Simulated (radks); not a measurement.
**Fractional charge and spin in the 4d shell of palladium**

An exercise on one series of results from a longer session: the logs are not shown, and one member is left open.

Program: radks (a radial shooting solver on a logarithmic mesh, Libxc functionals) version 1. Level of theory: scalar-relativistic Kohn-Sham, LDA (Slater exchange, Perdew-Wang correlation), spin-polarised, spherical densities, finite nucleus. These are calculated values, not measurements, unless marked.

**The system**

```
element            : palladium (Z = 46)
configuration      : [Kr] 4d(up 5, down 2)
nuclear rms radius : 4.5318 fm
```

A shell typed twice in an input gives spin up, then spin down.

The first run:

Input:

```text
Z 46
configuration [Kr] 4d5 4d2
relativity scalar-relativistic
functional lda,pw
spin polarised
nucleus finite rms 4.5318 fm
c 137.035999084
```

Among the steps run: 4d: up 5, down 2.

One of the session's tables, all rows but one given; the rest of the session is left out.

It belongs to the step «4d: up 5, down 2». Radial moments (bohr):

```
  level     <r>  outermost maximum (interpolated)  90 % within  nodes
  3d up  0.3579                             0.282        0.568      0
3d down  0.3577                             0.282        0.567      0
  4s up  0.9377                             0.849         1.36      3
4s down  0.9366                             0.847         1.36      3
  4p up   1.023                             0.905         1.51      2
4p down   1.023                             0.903         1.51      2
  4d up       ?                                 ?            ?      ?
4d down   1.314                              1.06         2.05      1
```

Estimate the missing values for 4d up.

The run gave: <r>: 1.302; outermost maximum (interpolated): 1.06; 90 % within: 2.02; nodes: 1. In the column «<r>» it lies between 4p down (1.023) and 4d down (1.314).
